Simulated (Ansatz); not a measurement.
# BBrClH3O: the cost of one run

Method: RHF/def2-SVP, in Ansatz 0.2.0.

## (1) The system as given

Bond lengths: B1–O2 1.760 Å, O2–H3 1.010 Å, B1–H4 1.190 Å, B1–Cl5 1.860 Å, B1–Br6 2.340 Å, O2–H7 1.120 Å, Br6–H7 1.485 Å. Angles: B1–O2–H3 109.5°, B1–O2–H7 88.7°, H3–O2–H7 99.5°, O2–B1–H4 120.0°, O2–B1–Cl5 120.0°, O2–B1–Br6 71.6°, H4–B1–Cl5 120.0°, H4–B1–Br6 105.4°, Cl5–B1–Br6 92.8°, B1–Br6–H7 60.6°, O2–H7–Br6 139.1°.

As a file:

```xyz
7

B     0.0000    0.0000    0.0000
O     0.0000    0.0000    1.7600
H    -0.9095   -0.2814    2.0971
H     1.0305    0.0000   -0.5950
Cl   -1.6108    0.0000   -0.9300
Br   -0.2927    2.2013    0.7379
H    -0.1476    1.1104    1.7348
```

## (2) Pulling towards end A

Springs on the bonds that form and break draw the guess towards this end; the thresholds are loose.

input.yaml

```yaml
crystal:
  periodic: [false, false, false]
  atoms:
    - { symbol: B, position_ang: [0.0, 0.0, 0.0] }
    - { symbol: O, position_ang: [0.0, 0.0, 1.76] }
    - { symbol: H, position_ang: [-0.9095, -0.2814, 2.0971] }
    - { symbol: H, position_ang: [1.0305, 0.0, -0.595] }
    - { symbol: Cl, position_ang: [-1.6108, 0.0, -0.93] }
    - { symbol: Br, position_ang: [-0.2927, 2.2013, 0.7379] }
    - { symbol: H, position_ang: [-0.1476, 1.1104, 1.7348] }
basis:
  gaussian: { orbitals: def2-SVP }
hamiltonian:
  xc: hf
relax:
  f_tol: 0.15
  max_steps: 25
  restrain:
    - { distance: [0, 5], at: 3.24, k: 30.0 }
    - { distance: [6, 1], at: 2.21, k: 30.0 }
    - { distance: [0, 1], at: 1.41, k: 30.0 }
    - { distance: [6, 5], at: 1.55, k: 30.0 }
```

The run is started by

```sh
$ ansatz run input.yaml --threads 1 --pin off --max-ram 2048MiB --backend cpu --events-out ev --progress --plain --runs-dir out
```

Q: Estimate wall time and peak memory on 1 thread of Arm Neoverse V1, shared host.

About 30 s, with a peak of 0.19 GiB.
